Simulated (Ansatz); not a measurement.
# Mg: strong compression

The task here is to estimate one member of a computed series from the others.

Computed with Ansatz 0.2.0 (DFT LDA, with the methods named in each step, unless a step's input says otherwise).

1 further run of the same task is left out (set aside as unsound or not needed).

### The structure to begin with

The structure is cubic, space group Fd-3m (No. 227). The conventional cell has a = 6.001 Å, b = 6.001 Å, c = 6.001 Å, α = 90.00°, β = 90.00°, γ = 90.00°. Around Mg (site symmetry -43m) lie 4 Mg at 2.60 Å.

Coordinates:

```xyz
2
Lattice="0.0000 3.0003 3.0003 3.0003 0.0000 3.0003 3.0003 3.0003 0.0000" Properties=species:S:1:pos:R:3 pbc="T T T"
Mg   -0.7501   -0.7501   -0.7501
Mg    0.7501    0.7501    0.7501
```

Whether this phase is the stable one at these pressures isn't tested.

Atoms are numbered in the order of the input: Mg1, Mg2.

The first run:

File input.yaml:

```yaml
crystal:
  lattice:
    - [0.0, 3.0002777521, 3.0002777521]
    - [3.0002777521, 0.0, 3.0002777521]
    - [3.0002777521, 3.0002777521, 0.0]
  atoms:
    - { symbol: Mg, position: [-0.125, -0.125, -0.125] }
    - { symbol: Mg, position: [0.125, 0.125, 0.125] }
kpoints:
  mp_grid: { grid: [12, 12, 12] }
scf:
  occupations: { method: fermi_dirac, width: 0.08 }
hamiltonian:
  xc: lda
  pseudopotentials: { kind: paw }
output:
  forces: true
  stress: true
relax:
  f_tol: 0.005
  max_steps: 40
  cell: {}
```

Started as:

```
> ansatz run input.yaml --threads 1 --pin off --max-ram 2048MiB --backend cpu --events-out ev --progress --plain --runs-dir out
```

Steps of the session up to this table: Cell relaxed at zero pressure, PAW; Volume scaled by 1, PAW; Volume scaled by 0.95, PAW; Volume scaled by 0.85, PAW; Volume scaled by 0.75, PAW; Volume scaled by 0.65, PAW; Volume scaled by 0.55, PAW; Volume scaled by 0.45, PAW; Volume scaled by 0.4, PAW; Volume scaled by 0.4, PAW (source ansatz).

One of the session's tables, all rows but one given; the rest of the session is left out.

| method | volume over the first | volume (Å³/atom) | pressure (GPa) |
| --- | --- | --- | --- |
| PAW | 1 | 37.544 | 0.02 |
| PAW | 0.95 | 35.667 | 0.74 |
| PAW | 0.85 | ? | ? |
| PAW | 0.75 | 28.158 | 6.35 |
| PAW | 0.65 | 24.403 | 12.43 |
| PAW | 0.55 | 20.649 | 23.28 |
| PAW | 0.45 | 16.895 | 44.20 |
| PAW | 0.4 | 15.018 | 62.28 |
| PAW (source ansatz) | 0.4 | 15.018 | 62.40 |

**Question.** Estimate the row for PAW, 0.85.

**Answer.** volume (Å³/atom): 31.912; pressure (GPa): 2.82. In the column «volume (Å³/atom)» it lies between PAW, 0.75 (28.158) and PAW, 0.95 (35.667).
